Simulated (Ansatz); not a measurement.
# UB2PLYP/def2-SVP (core potential) run of InNH2Cl (SMILES [NH2][In][Cl])

Aim: the electronic atomisation energy of InNH2Cl at UB2PLYP/def2-SVP (core potential), from 5 runs. 

The calculation is run with Ansatz 0.2.0.

58 further runs of the same task are left out: 58 set aside as unsound or not needed.

### Step 1. Starting point

The species is InNH2Cl (5 atoms), meant as a doublet with charge 0. As SMILES, `[NH2][In][Cl]`. The coordinates come from a PBE0-D4/def2-TZVP relaxation. This is one conformer, not always the lowest.

Bond lengths: N1–In2 2.072 Å, In2–Cl3 2.369 Å, N1–H4 1.015 Å, N1–H5 1.017 Å. Angles: N1–In2–Cl3 113.1°, In2–N1–H4 113.0°, In2–N1–H5 110.3°, H4–N1–H5 107.4°.

### Step 2. A single-point energy at UB2PLYP/def2-SVP (core potential)

The input, input.yaml:

```yaml
crystal:
  periodic: [false, false, false]
  atoms:
    - {symbol: N, position_ang: [-0.142600, 0.808600, -0.493900]}
    - {symbol: In, position_ang: [-0.411600, -1.217800, -0.153300]}
    - {symbol: Cl, position_ang: [1.391500, -2.211500, 1.018700]}
    - {symbol: H, position_ang: [-0.999700, 1.283800, -0.756700]}
    - {symbol: H, position_ang: [0.212300, 1.263200, 0.343800]}
basis:
  gaussian: {orbitals: def2-SVP}
output: {orbitals: {seedname: orbitals}}
magnetization: {spin_polarized: true, initial_magnetization: 1}
hamiltonian: {xc: {name: B2PLYP}}
accuracy: high
correlation: {frozen_orbitals: {Cl: 5, H: 0, In: 4, "N": 1}}
```

Command:

```bash
$ ansatz run input.yaml --threads 1 --pin off --max-ram 2610MiB --events-out events.jsonl --progress --plain --runs-dir runs
```

The log of the run:

```text
Warning: RAYON_NUM_THREADS=1 ignored (pool sized by the plan → 1); use --threads N
Functional definition: B2PLYP
  name "B2PLYP"
  parameter a = 0.53
  parameter c = 0.27
  exchange = (1 - a)*b88_x + a*exact_x
  correlation = (1 - c)*lyp_c + c*(mp2_os + mp2_ss)
1544 factors; integrals over basis functions are off by at most 3.3e-9 eV
mean field evaluation 1: about -19192.7589 eV, gradient 3.4e1 eV
mean field evaluation 2: about -19192.8063 eV, gradient 3.4e1 eV
mean field evaluation 4: about -19198.0285 eV, gradient 5.7e0 eV
mean field evaluation 8: about -19198.2656 eV, gradient 4.9e-1 eV
mean field evaluation 16: about -19198.2722 eV, gradient 4.5e-3 eV
mean field evaluation 32: about -19198.2722 eV, gradient 8.5e-8 eV
mean field -19198.27221482 eV, -705.5234908382 hartree, gradient 8.5e-8 eV, S^2 0.763631; 1 other end points of the search recorded, 0 dependent functions left out
10 core orbitals not correlated: weight in the atoms' cores, before any rotation towards them, 1.000 or more for the frozen orbitals, at most 0.000 for the correlated occupied ones
reference -19198.27223714 eV, -705.5234916586 hartree; 14, 13 occupied and 44, 45 virtual orbitals, 1544 factors
second order -12.69793286 eV of doubles, -0.00000000 eV of singles
Total energy: -19201.70067901 eV, -705.6494845735 hartree
```

Run time: 13 s. Hardware: 1 thread of Arm Neoverse V1, shared host; peak memory 0.29 GiB.

### Step 3. The Cl atom

The input, molecule.yaml:

```yaml
crystal:
  periodic: [false, false, false]
  atoms:
    - {symbol: Cl, position_ang: [0.000000, 0.000000, 0.000000]}
basis:
  gaussian: {orbitals: def2-SVP}
magnetization: {spin_polarized: true, initial_magnetization: 1}
hamiltonian: {xc: {name: B2PLYP}}
correlation: {frozen_orbitals: {Cl: 5}}
accuracy: high
```

Run the same way, it converges to -459.84682 Eh (log not shown).

### Step 4. The H atom

The input, input.yaml:

```yaml
crystal:
  periodic: [false, false, false]
  atoms:
    - {symbol: H, position_ang: [0.000000, 0.000000, 0.000000]}
basis:
  gaussian: {orbitals: def2-SVP}
magnetization: {spin_polarized: true, initial_magnetization: 1}
hamiltonian: {xc: {name: B2PLYP}}
correlation: {frozen_orbitals: {H: 0}}
accuracy: high
```

Command:

```bash
$ ansatz run input.yaml --threads 1 --pin off --max-ram 2610MiB --events-out events.jsonl --progress --plain --runs-dir runs
```

The log of the run, shortened:

```text
Warning: RAYON_NUM_THREADS=1 ignored (pool sized by the plan → 1); use --threads N
[... 6 set-up lines as earlier in the session ...]
15 factors; integrals over basis functions are off by at most 8.9e-10 eV
mean field evaluation 1: about -13.5392 eV, gradient 8.8e-1 eV
mean field evaluation 2: about -13.5391 eV, gradient 8.8e-1 eV
mean field evaluation 4: about -13.5493 eV, gradient 3.1e-5 eV
mean field evaluation 8: about -13.5492 eV, gradient 2.7e-10 eV
mean field -13.54924563 eV, -0.4979255927 hartree, gradient 5.2e-10 eV, S^2 0.750000; 0 other end points of the search recorded, 0 dependent functions left out
reference -13.54925786 eV, -0.4979260423 hartree; 1, 0 occupied and 4, 5 virtual orbitals, 15 factors
second order 0.00000000 eV of doubles, -0.00000000 eV of singles
Total energy: -13.54925786 eV, -0.4979260423 hartree
```

Wall time 0.12 s (1 thread of Arm Neoverse V1, shared host).

### Step 5. The In atom at the same level

The input, job.yaml:

```yaml
crystal:
  periodic: [false, false, false]
  atoms:
    - {symbol: In, position_ang: [0.000000, 0.000000, 0.000000]}
basis:
  gaussian: {orbitals: def2-SVP}
accuracy: high
magnetization: {spin_polarized: true, initial_magnetization: 1}
hamiltonian: {xc: {name: B2PLYP}}
correlation: {frozen_orbitals: {In: 4}}
```

Command:

```bash
$ ansatz run job.yaml --threads 1 --pin off --max-ram 2610MiB --events-out events.jsonl --progress --plain --runs-dir runs
```

The log of the run, shortened:

```text
Warning: RAYON_NUM_THREADS=1 ignored (pool sized by the plan → 1); use --threads N
[... 2 set-up lines as earlier in the session ...]
[...]
230 factors; integrals over basis functions are off by at most 1.2e-9 eV
[...]
mean field -5165.22857382 eV, -189.8186489702 hartree, gradient 1.1e-8 eV, S^2 0.753487; 0 other end points of the search recorded, 0 dependent functions left out
4 core orbitals not correlated: weight in the atoms' cores, before any rotation towards them, 1.000 or more for the frozen orbitals, at most 0.000 for the correlated occupied ones
reference -5165.22858776 eV, -189.8186494825 hartree; 7, 6 occupied and 15, 16 virtual orbitals, 230 factors
second order -1.77534565 eV of doubles, -0.00000000 eV of singles
Total energy: -5165.70793108 eV, -189.8362650247 hartree
```

It took 1.8 s on 1 thread of Arm Neoverse V1, shared host.

### Step 6. The N atom at the same level

The input, in.yaml:

```yaml
basis:
  gaussian:
    orbitals: def2-SVP
crystal:
  periodic: [false, false, false]
  atoms:
    - symbol: N
      position_ang: [0.000000, 0.000000, 0.000000]
magnetization:
  spin_polarized: true
  initial_magnetization: 3
hamiltonian:
  xc: {name: B2PLYP}
correlation:
  frozen_orbitals: {"N": 1}
accuracy: high
```

Run the same way, it converges to -54.49543 Eh (log not shown).

### Step 7. What came out

At UB2PLYP/def2-SVP (core potential), 10 core orbitals frozen:

| quantity | value |
| --- | --- |
| molecule: total energy | -705.64948 Eh |
| molecule: HOMO energy (SCF part's orbitals) (highest over α and β) | -7.16 eV |
| molecule: LUMO energy (SCF part's orbitals) (lowest over α and β) | -2.35 eV |
| molecule: ⟨S²⟩ | 0.764 |
| Cl atom: total energy | -459.84682 Eh |
| Cl atom: ⟨S²⟩ | 0.753 |
| H atom: total energy | -0.49793 Eh |
| H atom: ⟨S²⟩ | 0.750 |
| In atom: total energy | -189.83627 Eh |
| In atom: ⟨S²⟩ | 0.753 |
| N atom: total energy | -54.49543 Eh |
| N atom: ⟨S²⟩ | 3.754 |
| electronic atomisation energy | 12.928 eV |

In words: Taking the molecule apart into free atoms costs 12.93 eV (1247 kJ/mol), before zero-point energy and without spin-orbit coupling.
